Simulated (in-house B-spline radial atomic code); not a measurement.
# N⁴⁺: density, ELF and screening along the radius

How do the shells of N⁴⁺ show in real space, and how much do the settings move them?

Program: in-house B-spline radial atomic code version 1. Level of theory: several methods, spin-polarised, as named in each step; spherical all-electron atom at the radial basis limit. These are calculated values, not measurements, unless marked.

### Step 1. Starting point

```
element       : nitrogen (Z = 7)
charge        : +4
electrons     : 3
configuration : [He] 2s1
nucleus       : point (non-relativistic runs) or finite (X2C runs)
```

Outer shells as boxes (Hund's rule):

[He] 2s1
```
[He] core
2s [↑ ]
```

Where spins are not typed, each open shell is filled with up spins first.

### Step 2. TPSSh, non-rel.

The run's settings:

```ini
Z = 7
electrons = 3.0
configuration = [He] 2s1
hamiltonian = nr
method = tpssh
spin_polarised = True
```

On the command line:

```console
$ python run_scf.py task.json out
```

One command runs all members of the session, one after another, from task.json.

### Step 3. PW91, non-rel.

The run's settings:

```ini
Z = 7
electrons = 3.0
configuration = [He] 2s1
hamiltonian = nr
method = pw91,pw91
spin_polarised = True
```

### Step 4. LDA (VWN5), X2C

The run's settings:

```ini
Z = 7
electrons = 3.0
configuration = [He] 2s1
hamiltonian = x2c
method = lda,vwn
spin_polarised = True
nucleus = fermi
rms_radius = 2.5582
mass_number = 14
atomic_mass = 14.00307400425
speed_of_light = 137.035999084
```

### Step 5. PBE, X2C

Settings: those of step 4 with these lines changed.

```diff
@@ -4,3 +4,3 @@
 hamiltonian = x2c
-method = lda,vwn
+method = pbe,pbe
 spin_polarised = True
```

Before running: How large is the system in each run, where do the shell borders lie, and what is the highest level?

As calculated:

| run | total energy (hartree) | highest level (eV) | radius holding 50 / 90 / 99 % (bohr) | radius at n = 0.001 (bohr) | ELF minima on the full grid (bohr) |
| --- | --- | --- | --- | --- | --- |
| TPSSh, non-rel. | -48.3963 | -90.641 | 0.288 / 1.22 / 1.96 | 2.14 | 0.51 |
| PW91, non-rel. | -48.3484 | -89.627 | 0.289 / 1.22 / 1.97 | 2.15 | 0.51 |
| LDA (VWN5), X2C | -47.9501 | -89.024 | 0.290 / 1.23 / 1.97 | 2.15 | 0.51 |
| PBE, X2C | -48.3503 | -89.596 | 0.289 / 1.22 / 1.97 | 2.14 | 0.51 |

What this shows: In the first run ELF has 1 minimum on the grid, which marks the borders between shells. On the record's full grid the screened charge (r times the electrostatic potential) falls from 7.0 near the nucleus to 4.00 at 3.7 bohr; far out it tends to the net charge, 4. The grid is coarse (about 17 % a step), so the places of minima are rough. For X2C runs ELF uses the non-relativistic kinetic energy density, and the fields carry no picture-change correction.
